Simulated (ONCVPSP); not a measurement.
**Arsenic: generating and testing an ONCV potential**

Do these settings give a usable potential? It is generated, then checked for transferability, scattering, ghosts and hardness.

The numbers are computed with ONCVPSP 4.0.1.1 (patched build) (PBE, scalar-relativistic, spin-unpolarised reference atom).

### Step 1. Settings

The settings as typed:

```
element                 : arsenic (As, Z = 33)
type                    : optimised norm-conserving Vanderbilt (ONCV)
frozen core             : [Ar] 3d10
valence charge          : 5
reference configuration : 4s2 4p3
partial waves           : 4s: rc 1.35 bohr, ncon 4, nbas 8, qcut 4.1 1/bohr, local; 4p: rc 2.00 bohr, ncon 3, nbas 7, qcut 4 1/bohr, 2 projectors, debl 2.1 Ha; d scattering state at 0.42 Ha: rc 1.70 bohr, ncon 4, nbas 7, qcut 5.9 1/bohr, 3 projectors, debl 3.1 Ha
local potential         : the s channel
core correction         : Teter function fitted to the true core (icmod 2), fcfact 0.3
```

The outer shells as boxes (Hund's rule for the drawing; the calculation is spin-unpolarised):

```
[Ar] core
3d [↑↓][↑↓][↑↓][↑↓][↑↓]
4s [↑↓]
4p [↑ ][↑ ][↑ ]
```

An earlier all-electron run gives the scale for the radii.

All-electron outer shells of the reference configuration (PBE, scalar-relativistic, ld1.x):

```csv
shell,level (eV),outermost node (bohr),outermost maximum (bohr)
3p,-133.68,0.22,0.52
3d,-40.65,–,0.47
4s,-14.49,0.73,1.61
4p,-5.19,0.78,2.00
```

### Step 2. Generating the potential

Input file As.dat:

```
# ATOM AND REFERENCE CONFIGURATION
# atsym  z   nc   nv     iexc    psfile
  As 33.00    6    2        4      upf
#
#   n    l    f
    1    0    2.00
    2    0    2.00
    2    1    6.00
    3    0    2.00
    3    1    6.00
    3    2   10.00
    4    0    2.00
    4    1    3.00
#
# PSEUDOPOTENTIAL AND OPTIMIZATION
# lmax
    2
#
#   l,   rc,      ep,       ncon, nbas, qcut
    0    1.35    0.00    4    8    4.10
    1    2.00    0.00    3    7    4.00
    2    1.70    0.42    4    7    5.90
#
# LOCAL POTENTIAL
# lloc, lpopt,  rc(5),   dvloc0
    0    5    1.35    0.00
#
# VANDERBILT-KLEINMAN-BYLANDER PROJECTORs
# l, nproj, debl
    0    0    1.90
    1    2    2.10
    2    3    3.10
#
# MODEL CORE CHARGE
# icmod, fcfact, rcfact
    2    0.30    1.15
#
# LOG DERIVATIVE ANALYSIS
# epsh1, epsh2, depsh
   -2.00    5.00    0.02
#
# OUTPUT GRID
# rlmax, drl
    6.00    0.01
#
# TEST CONFIGURATIONS
# ncnf
    4
# nvcnf
#   n    l    f
    2
    4    0    2.00
    4    1    2.00
#
    2
    4    0    2.00
    4    1    1.00
#
    2
    4    0    2.00
    4    1    0.00
#
    2
    4    0    0.00
    4    1    5.00
#
```

Launch:

```bash
$ oncvpsp.x < As.dat > As.out
```

What does the calculation give? Wanted: cutoffs for 1 and 0.1 mHa per electron, occupied waves; bound ghosts; GHOST(+) flags; largest test error; largest phase difference near zero energy, channels read; rms error of d²Exc/dn², without and with the model core.

**Answer**, as computed:

| quantity | value |
| --- | --- |
| cutoffs for 1 and 0.1 mHa per electron, occupied waves | 13 Ha and 61 Ha |
| bound ghosts | d at -27.56 eV |
| GHOST(+) flags | p at 84 eV, d at 1567 eV (1 near or above the test basis's cutoff) |
| largest test error (AE − PS) | -72 meV, for 4s2 4p0 |
| largest phase difference near zero energy, channels read | 0.015 rad |
| rms error of d²Exc/dn², without and with the model core | 4.68 and 0.52 mHa |

In words: A bound ghost (d) makes it unfit for use: electrons can fall into a state that the atom doesn't have. The worst unpolarised test, 4s2 4p0, is off by 72 meV on 54.8 eV; by total energies transferability rates as fair. That test lies far up in energy; among those under 40 eV, nearer to bonding, the largest error is 13 meV. The potential is soft on the atom at that tolerance: the looser tolerance needs 13 Ha. The tighter tolerance needs 61 Ha, and converged work needs a cutoff nearer that. At the looser tolerance the 4s wave is the slowest; 4p needs 4 Ha. That counts occupied waves only; other projectors can need more. Near zero energy the phases of the channels with partial waves agree within 0.015 rad. The program also flags highly localised states, GHOST(+) (p, d). These are tests on the free atom; a crystal test is still owed.
